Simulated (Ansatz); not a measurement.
**CH7FSiSn: one species, many methods**

How much do the methods differ for CH7FSiSn? The plan is to run it at one geometry with functionals of several rungs and with coupled cluster. The yardstick is the atomisation energy at the CCSD(T) limit.

Method: functionals in def2-TZVPP, the program's frozen cores in correlated methods; program: Ansatz 0.2.0, Gaussian basis.

Plan: PBE-D4, r2SCAN-D4, PBE0-D4, B3LYP-D4, ωB97X-V, ωB97M-V, B2PLYP; CCSD(T)/def2-TZVPP; MP2/def2-QZVPP; extrapolation to the limit.

### Step 1. The geometry

The geometry comes from an earlier relaxation with PBE0-D4 in a triple-zeta def2 set; it is a stationary point, not always the lowest conformer. Sn takes the def2 core potential; no spin-orbit term is included.

SMILES `C[SiH](F)[SnH3]`, 11 atoms, charge 0, spin multiplicity 1.

Atoms are counted from 1 here; the program's logs count them from 0.

Bond lengths: C1–Si2 1.859 Å, C1–H5 1.092 Å, C1–H6 1.093 Å, C1–H7 1.094 Å, Si2–F3 1.610 Å, Si2–Sn4 2.571 Å, Si2–H8 1.489 Å, Sn4–H9 1.709 Å, Sn4–H10 1.707 Å, Sn4–H11 1.711 Å. Angles: Si2–C1–H5 111.4°, Si2–C1–H6 110.7°, Si2–C1–H7 109.8°, H5–C1–H6 108.6°, H5–C1–H7 108.2°, H6–C1–H7 108.2°, C1–Si2–F3 108.8°, C1–Si2–Sn4 112.5°, C1–Si2–H8 110.2°, F3–Si2–Sn4 108.1°, F3–Si2–H8 106.7°, Sn4–Si2–H8 110.4°, Si2–Sn4–H9 111.1°, Si2–Sn4–H10 111.9°, Si2–Sn4–H11 110.0°, H9–Sn4–H10 108.2°, H9–Sn4–H11 107.5°, H10–Sn4–H11 107.9°.

### Step 2. PBE-D4 (GGA)

Input file in.yaml:

```yaml
crystal:
  periodic: [false, false, false]
  atoms:
    - {symbol: C, position_ang: [-0.946537, 1.491530, -0.394014]}
    - {symbol: Si, position_ang: [0.588409, 0.453452, -0.544811]}
    - {symbol: F, position_ang: [1.836915, 1.287793, 0.036144]}
    - {symbol: Sn, position_ang: [0.418332, -1.749258, 0.769686]}
    - {symbol: H, position_ang: [-1.172849, 1.717787, 0.649975]}
    - {symbol: H, position_ang: [-0.830207, 2.432913, -0.936754]}
    - {symbol: H, position_ang: [-1.799872, 0.955824, -0.819609]}
    - {symbol: H, position_ang: [0.885918, 0.180107, -1.977628]}
    - {symbol: H, position_ang: [0.074297, -1.457708, 2.418022]}
    - {symbol: H, position_ang: [1.859977, -2.658288, 0.678682]}
    - {symbol: H, position_ang: [-0.848884, -2.710953, 0.140906]}
basis:
  gaussian: {orbitals: def2-TZVPP}
hamiltonian: {xc: pbe, dispersion: d4}
output: {forces: true, orbitals: {seedname: orbitals}}
```

Command:

```
$ ansatz run in.yaml --threads 4 --pin off --events-out ev --progress --plain --max-ram 10444MiB
```

After this run come: r2SCAN-D4 (meta-GGA); PBE0-D4 (hybrid); B3LYP-D4 (hybrid); ωB97X-V (range-separated); ωB97M-V (range-separated); B2PLYP (double hybrid); CCSD(T) in def2-TZVPP; MP2 in def2-QZVPP.

Before running them: what should the planned runs give, taken together? Wanted: atomisation energy, CCSD(T)/CBS; farthest; mean size of error, hybrid; mean size of error, range-separated; gap, smallest and largest; T1 diagnostic; triples share of the correlation energy.

The runs gave:

```
                               quantity                                          value
        atomisation energy, CCSD(T)/CBS                                  3530.3 kJ/mol
 functionals within 35.3 kJ/mol (1.0 %)  PBE-D4, r2SCAN-D4, B3LYP-D4, ωB97X-V, ωB97M-V
                               farthest                          B2PLYP (-72.5 kJ/mol)
             mean size of error, hybrid                                    44.0 kJ/mol
    mean size of error, range-separated                                    11.7 kJ/mol
              gap, smallest and largest           5.50 eV (PBE-D4), 11.59 eV (ωB97X-V)
                          T1 diagnostic                                         0.0126
triples share of the correlation energy                                          3.0 %
```

In words: PBE-D4 misses by -27.4 kJ/mol. Double hybrids carry the basis error of their MP2 part in triple zeta, and no dispersion term here, so their miss is partly the set-up's. The reference freezes the cores and leaves out spin-orbit coupling and excitations past (T), and its outer-core shells are covered unevenly, so misses under about 35.3 kJ/mol can't be ranked. All levels share the lack of spin-orbit coupling, which lowers the free heavy atoms and so the true binding. Hartree-Fock recovers 75 % of the binding; the rest is correlation. The gap grows from 5.5 to 11.6 eV across the functionals, mostly with the share of exact exchange. Correlated methods include outer-core shells of Sn, which these sets cover unevenly.
